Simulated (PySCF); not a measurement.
# C5H3N3S: the cost of one run

Programs: PySCF 2.14.0, with density-fitted response routines of our own. Each step states its level of theory. These are calculated values for one molecule in the gas phase, unless marked as measured. Atoms count from 0, in the outputs and in this text.

**1. Starting geometry**

12 atoms, charge 0, multiplicity 1; geometry from: GFN2-xTB.

Bonds of the start (Å): N0–C1 1.15, C1–C2 1.44, C2–N3 1.27, C2–C4 1.44, C4–C5 1.38, C5–N6 1.34, N6–C7 1.29, C7–S8 1.73, S8–C4 1.73, N3–H9 1.02, C5–H10 1.08, C7–H11 1.07.

**2. Ultraviolet spectrum: PBE0/def2-SVPD**

What the job is given:

```
{"job": {"kind": "uv", "xc": "PBE0", "basis": "def2-SVPD", "nstates": 8, "ntriplets": 3}, "charge": 0, "multiplicity": 1}
N      2.591835     1.921873     0.597204
C      1.983424     0.998362     0.299054
C      1.335538    -0.224127    -0.098576
N      1.971753    -1.263935    -0.454491
C     -0.106629    -0.202705    -0.068997
C     -0.933731     0.836908     0.291816
N     -2.247409     0.569863     0.224917
C     -2.465010    -0.635177    -0.174462
S     -1.059215    -1.580652    -0.514568
H      2.985102    -1.186267    -0.443752
H     -0.606258     1.810477     0.611579
H     -3.448201    -1.045306    -0.295751
```

Level: TDDFT PBE0/def2-SVPD, vertical, gas phase, core orbitals frozen in the response.

Started as:

```console
OMP_NUM_THREADS=1 python probes_run.py task.json out
```

This one command runs all jobs of the session in turn.

Q: Estimate the wall time and peak memory of this job on 1 thread of Intel Xeon at 2.50GHz, shared host.

About 76 s, with a peak of 0.84 GiB.
